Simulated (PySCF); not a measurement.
# TeSH2: singlet, from a PBE0 minimum start

The task is one start of a wider search on TeSH2: the singlet, from a PBE0 minimum start. It is relaxed, tested by its Hessian and followed downhill if it is a saddle.

Program: PySCF 2.14.0. Level of theory: PBE0, basis Te def2-TZVP with ECP28, S def2-TZVP, H def2-TZVP, scalar-relativistic core potentials, no spin–orbit coupling, density fitting. These are calculated values, not measurements.

**1. The system as given**

4 atoms, charge 0, spin multiplicity 1.

Bond lengths: Te1–S2 2.244 Å, Te1–H3 1.692 Å, Te1–H4 1.692 Å. Angles: S2–Te1–H3 104.9°, S2–Te1–H4 104.9°, H3–Te1–H4 86.5°.

```xyz
4
charge 0 multiplicity 1
Te    0.0000   -0.4325    0.0000
S     0.0736    1.8098    0.0000
H    -1.1666   -0.8299   -1.1598
H    -1.1666   -0.8299    1.1598
```

**2. First SCF at the start**

The steps below are one call of a driver around PySCF. For each, scf.py gives the equivalent set-up of the SCF; relaxations use the driver's own optimiser. After this first run the driver tries any further starts and a stability analysis.

Input file scf.py:

```python
from pyscf import gto, scf, dft
mol = gto.M(atom='''
Te    -0.000000    -0.432550    -0.000000
S      0.073550     1.809810     0.000000
H     -1.166640    -0.829870    -1.159820
H     -1.166640    -0.829870     1.159820''',
    basis={'Te': 'def2-TZVP', 'S': 'def2-TZVP', 'H': 'def2-TZVP'},
    ecp={'Te': 'def2-TZVP'},
    charge=0, spin=0)
mf = dft.RKS(mol, xc='PBE0')
mf.grids.atom_grid = (50, 194)
aux = {'Te': 'def2-universal-JKFIT', 'S': 'def2-universal-JKFIT', 'H': 'def2-universal-JKFIT'}
mf = mf.density_fit(auxbasis=aux)
mf.conv_tol = 1e-08
mf.diis_space = 10
mf.max_cycle = 60
mf.init_guess = 'minao'
mf.verbose = 4
mf.kernel()
```

Command:

```console
> OMP_NUM_THREADS=2 python axn.py task.json out
```

Log:

```text
init E= -625.562778352409
  HOMO = -0.627429635021581  LUMO = -0.551563224669612  gap/eV = 2.06443
cycle= 1 E= -665.198820852149  delta_E= -39.6  |g|= 3.33  |ddm|=   28
  HOMO = 0.0229469605379208  LUMO = 0.0624643959606262  gap/eV = 1.07532
cycle= 2 E= -664.084152799932  delta_E= 1.11  |g|= 4.06  |ddm|= 10.4
  HOMO = -0.197349265699953  LUMO = -0.0529509973395636  gap/eV = 3.92928
cycle= 3 E= -667.215710542765  delta_E= -3.13  |g|= 0.379  |ddm|= 6.68
  HOMO = -0.282873828295301  LUMO = -0.0601609305352565  gap/eV = 6.06033
cycle= 4 E= -667.184689834421  delta_E= 0.031  |g|= 0.477  |ddm|= 0.945
  HOMO = -0.231742709471171  LUMO = -0.0498707762471379  gap/eV = 4.94899
cycle= 5 E= -667.261046322562  delta_E= -0.0764  |g|= 0.056  |ddm|= 0.541
  HOMO = -0.236688019834108  LUMO = -0.0519605016036262  gap/eV = 5.02669
cycle= 6 E= -667.26163999996  delta_E= -0.000594  |g|= 0.0195  |ddm|= 0.0547
  HOMO = -0.235191752782951  LUMO = -0.0515043419196737  gap/eV = 4.99839
cycle= 7 E= -667.261718845529  delta_E= -7.88e-05  |g|= 0.00416  |ddm|= 0.0182
  HOMO = -0.234907639307434  LUMO = -0.0513535846965393  gap/eV = 4.99476
cycle= 8 E= -667.261721476139  delta_E= -2.63e-06  |g|= 0.00056  |ddm|= 0.00341
  HOMO = -0.234934233607328  LUMO = -0.0513640109152744  gap/eV = 4.99520
cycle= 9 E= -667.261721560165  delta_E= -8.4e-08  |g|= 0.000147  |ddm|= 0.000889
  HOMO = -0.2349093769574  LUMO = -0.0513656685577705  gap/eV = 4.99448
cycle= 10 E= -667.261721568068  delta_E= -7.9e-09  |g|= 3.96e-05  |ddm|= 0.000227
  HOMO = -0.234913798623232  LUMO = -0.0513694195799122  gap/eV = 4.99450
Extra cycle  E= -667.261721568294  delta_E= -2.26e-10  |g|= 3.98e-05  |ddm|= 8.89e-05
converged SCF energy = -667.261721568294
```

This step, with its further starts and checks, ran for 6.2 s (2 threads of Arm Neoverse V1, shared host).

No lower closed-shell solution turned up in the test of internal stability.

**3. Relaxation: PBE0 minimum start, singlet**

The program finds Cs symmetry in the start, which this walk keeps. The walk stops when the largest gradient is under 0.0003 Eh/bohr and the energy has settled too.

Edit scf.py of step 2 so:

```diff
@@ -3,4 +3,4 @@
-Te    -0.000000    -0.432550    -0.000000
-S      0.073550     1.809810     0.000000
-H     -1.166640    -0.829870    -1.159820
-H     -1.166640    -0.829870     1.159820''',
+Te    -0.000000    -0.432548     0.000000
+S      0.073550     1.809812     0.000000
+H     -1.166640    -0.829868    -1.159820
+H     -1.166640    -0.829868     1.159820''',
@@ -17 +16,0 @@
-mf.init_guess = 'minao'
```

Steps of the walk:

| step | energy (Eh) | change (kJ/mol) | largest symmetric gradient (Eh/bohr) |
| --- | --- | --- | --- |
| 0 | -667.261722 | 0.00 | 0.00006 |

The walk took 1.4 s.

End point (Cs, 0 steps, 0.0 kJ/mol gained): Te–H 1.692 Å (×2), Te–S 2.244 Å; H–Te–H 86.5°, H–Te–S 104.9° (×2).

**4. Vibrations and properties at this point**

On the finer grid the gradient is checked again; gradients at displacements of ±0.02 bohr then give force constants and infrared intensities.

Edit scf.py of step 3 so:

```diff
@@ -3,4 +3,4 @@
-Te    -0.000000    -0.432548     0.000000
-S      0.073550     1.809812     0.000000
-H     -1.166640    -0.829868    -1.159820
-H     -1.166640    -0.829868     1.159820''',
+Te    -0.000300    -0.432338     0.000000
+S      0.073812     1.810076     0.000000
+H     -1.166621    -0.830105    -1.159910
+H     -1.166621    -0.830105     1.159910''',
@@ -11 +11 @@
-mf.grids.atom_grid = (50, 194)
+mf.grids.atom_grid = (75, 302)
@@ -14 +14 @@
-mf.conv_tol = 1e-08
+mf.conv_tol = 1e-10
```

This SCF starts from the last density.

Log of the central SCF (cycles and frontier levels):

```text
init E= -667.261745947581
  HOMO = -0.234915933122927  LUMO = -0.0513380149566087  gap/eV = 4.99541
cycle= 1 E= -667.261745947581  delta_E= 6.82e-13  |g|= 4.88e-06  |ddm|= 8.7e-06
  HOMO = -0.234916439986652  LUMO = -0.0513373955811582  gap/eV = 4.99544
Extra cycle  E= -667.261745947569  delta_E= 1.16e-11  |g|= 7.32e-06  |ddm|= 1.33e-05
converged SCF energy = -667.261745947569
```

The whole step took 42 s.

Geometry: Cs; Te–H 1.692 Å (×2), Te–S 2.244 Å; H–Te–H 86.5°, H–Te–S 104.9° (×2).

Modes, for the most abundant isotopes:

| symmetry | ω (cm⁻¹) | IR (km/mol) | μ (u) | type |
| --- | --- | --- | --- | --- |
| a' | 451 | 34.7 | 35.55 | stretch |
| a'' | 641 | 0.9 | 1.03 | bend |
| a' | 674 | 31.5 | 1.05 | bend |
| a' | 884 | 27.7 | 1.02 | bend |
| a'' | 1963 | 87.1 | 1.02 | stretch |
| a' | 1977 | 185 | 1.02 | stretch |

No imaginary mode, so this is a minimum.

Constants and moments:

* Dipole moment: 4.13 D
* Highest occupied level: -6.39 eV
* Lowest empty level: -1.40 eV
* Rotational constants: 3.166, 0.1264, 0.1263 cm⁻¹
* Zero-point energy: 39.4 kJ/mol
* Principal polarisabilities: 43.4, 45.1, 77.5 bohr³
* Atomisation energy without zero-point energy: 765 kJ/mol
* Principal traceless quadrupole moments about the centre of mass: -4.01, 1.08, 2.93 D Å
* Entropy at 298.15 K and 1 bar: 275.6 J/(mol K)
* Heat capacity Cp at 298.15 K: 48.9 J/(mol K)
* Enthalpy at 298.15 K above 0 K: 11.45 kJ/mol
* Rotational symmetry number: 1

Charges (e) and bond orders:

```csv
atom,Mulliken,Löwdin,polar tensor,Mayer order to Te1
Te1,0.39,0.38,0.85,–
S2,-0.51,-0.35,-0.51,1.65
"H3,4",0.06,-0.01,-0.17,0.88
```

Outer orbital energies (eV). occupied: -45.83, -20.75, -16.99, -11.73, -10.99, -9.26, -6.73, -6.39; empty: -1.40, -1.13, -0.49, 3.07.

Mulliken populations on Te1 (outside its core potential): s 3.83, p 9.42, d 10.32, f 0.05.

**5. Results**

| quantity | value |
| --- | --- |
| minimum | singlet, Cs |
| geometry | Te–H 1.692 Å (×2), Te–S 2.244 Å; H–Te–H 86.5°, H–Te–S 104.9° (×2) |
| wavenumbers (cm⁻¹) | 451 (a'), 641 (a''), 674 (a'), 884 (a'), 1963 (a''), 1977 (a') |
| dipole moment | 4.13 D |
| highest occupied, lowest empty level | -6.39, -1.40 eV |
| polar-tensor charge of Te1 | +0.85 e |
| zero-point energy | 39.4 kJ/mol |
| entropy at 298.15 K | 275.6 J/(mol K) |
| atomisation energy (no zero-point energy) | 765 kJ/mol |

**Reading.** The molecule stays Cs, as typed, and the end point is a minimum. In the infrared the band at 1977 cm⁻¹ (a', stretch) leads. Other starts or spin states, not run here, may lie lower. Spin–orbit coupling is left out.

The search up to here took 50 s.
